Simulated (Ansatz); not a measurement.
# InGa3As2: the cost of one run

Program: Ansatz 0.2.0. Level of theory: DFT PBE, scalar-relativistic, plane waves, PAW. These are calculated values, not measurements.

### 1 The starting structure

The structure is tetragonal, space group P4/mmm (No. 123). Conventional cell: a = 3.434 Å, b = 3.434 Å, c = 10.268 Å, α = 90.00°, β = 90.00°, γ = 90.00°. Around In (site symmetry 4/mmm) lie 8 Ga at 3.08 Å and 2 As at 3.43 Å and 4 In at 3.43 Å. Ga (site symmetry 4mm) has 4 As at 2.88 Å and 4 In at 3.08 Å and 1 Ga at 3.25 Å in its first shell of neighbours. Ga (site symmetry 4/mmm) is surrounded by 8 As at 2.97 Å and 2 Ga at 3.25 Å. As (site symmetry 4mm) is surrounded by 8 Ga at 2.88 to 2.97 Å and 1 In at 3.43 Å.

Coordinates:

```
In Ga As
1.0
     3.43429    0.00000    0.00000
     0.00000    3.43429    0.00000
     0.00000    0.00000   10.26752
In Ga As
1 3 2
Cartesian
  0.0000 0.0000 0.0000
  1.7171 1.7171 1.8866
  1.7171 1.7171 5.1338
  1.7171 1.7171 8.3809
  0.0000 0.0000 3.4321
  0.0000 0.0000 6.8354
```

Recipe of the guess: species swapped into a database cell of Al3Ni2Pt (P4/mmm, No. 123), with Ga on the Al sites, As on the Ni sites and In on the Pt sites. Lengths come from tabulated atomic sizes and are only a guess.

### 2 Probe: one point on a coarse mesh

The input, input.yaml:

```yaml
crystal:
  lattice:
    - [3.43428687, 0.0, 0.0]
    - [0.0, 3.43428687, 0.0]
    - [0.0, 0.0, 10.26751574]
  atoms:
    - { symbol: In, position: [0.0, 0.0, 0.0] }
    - { symbol: Ga, position: [0.5, 0.5, 0.183745] }
    - { symbol: Ga, position: [0.5, 0.5, 0.5] }
    - { symbol: Ga, position: [0.5, 0.5, 0.816255] }
    - { symbol: As, position: [0.0, 0.0, 0.33426499] }
    - { symbol: As, position: [0.0, 0.0, 0.66573501] }
basis:
  ecutwfc: 420
kpoints:
  mp_grid: { grid: [6, 6, 2] }
hamiltonian:
  xc: pbe
scf:
  occupations: { method: gaussian, width: 0.1 }
  lower_state_search: "off"
output:
  forces: true
  stress: true
  eigenvalues: true
```

Command:

```console
> ansatz run input.yaml --threads 1 --pin off --max-ram 2560MiB --backend cpu --events-out ev --progress --plain --runs-dir out
```

**Question.** How long does this run take on 1 thread of Intel Xeon at 2.50GHz (Skylake/Cascade Lake), shared host, and how much memory does it need?

About 13 s, with a peak of 0.46 GiB.
